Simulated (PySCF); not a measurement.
# SnO−: from the state search to spectroscopic constants

Aim: find the lowest electronic state of SnO−, scan its bond at several levels of theory, and get bond length, wavenumber and dissociation energy from each curve.

Computed with PySCF 2.14.0. Level: Sn aug-cc-pVDZ-PP with ECP28, O aug-cc-pVDZ, scalar-relativistic core potentials.

2 further runs of the same task are left out: 2 set aside as unsound or not needed.

### Step 1. Set-up

The job is set up so:

- atoms: Sn, O
- charge: -1
- basis: Sn aug-cc-pVDZ-PP with ECP28, O aug-cc-pVDZ
- Hamiltonian: scalar-relativistic core potentials
- basis functions: 55
- electrons treated: 31
- masses in u: 119.9022, 15.9949
- levels: PBE0, PBE, r²SCAN, revPBE, B97-3, BHandHLYP, MP2, SCS-MP2
- grid: 80 radial by 434 angular points
- occupations: held fixed by the projection of orbital angular momentum
- dissociation limit: Sn + O−, each in its ground configuration
- starting distance in angstrom: 2.050
- values of 2S to try: 1, 3

Started as:

```bash
$ OMP_NUM_THREADS=1 python dia.py task.json out
```

Further steps of the session: PBE0 along the bond; Excited determinants; PBE; r²SCAN (meta-GGA); revPBE; B97-3; BHandHLYP (global hybrid GGA).

What does the calculation give? Wanted: for each run, Re; ωe; De; μ.

**Answer**, as computed:

Lowest PBE0 solution found, without spin–orbit coupling: ²Π (doublet), unpaired electrons π ↑. State 2 has its PBE0 minimum 1.61 eV higher. The other levels ran on the lowest alone.

| level | Re (Å) | ωe (cm⁻¹) | De (eV) | μ (D) |
| --- | --- | --- | --- | --- |
| PBE | 1.931 | 674 | 4.87 | -3.19 |
| revPBE | 1.938 | 665 | 4.60 | -3.18 |
| r²SCAN | 1.909 | 713 | 4.67 | -3.20 |
| PBE0 | 1.899 | 730 | 4.43 | -3.45 |
| B97-3 | 1.908 | 715 | 4.37 | -3.54 |
| BHandHLYP | 1.885 | 760 | 3.92 | -3.87 |

De is counted to Sn + O− in their ground configurations. A positive dipole points from Sn to O; in an ion it is taken about the centre of mass and does not tell which atom is negative. No constants: UHF-MP2 (the points don't follow one smooth fit); UHF-SCS-MP2 (the points don't follow one smooth fit).

In words: Bond lengths run from 1.885 Å (BHandHLYP) to 1.938 Å (revPBE). Of the levels with a De here, BHandHLYP gives the least (3.92 eV) and PBE the most (4.87 eV).

Correlated steps freeze 5 core orbitals. These are scalar-relativistic numbers at best; spin–orbit coupling would shift them, the dissociation energy most. With some functionals the highest level of the anion is positive, from self-interaction error or because the anion is truly unbound there; the finite basis then holds the extra electron, and no neutral molecule was run to test the binding.
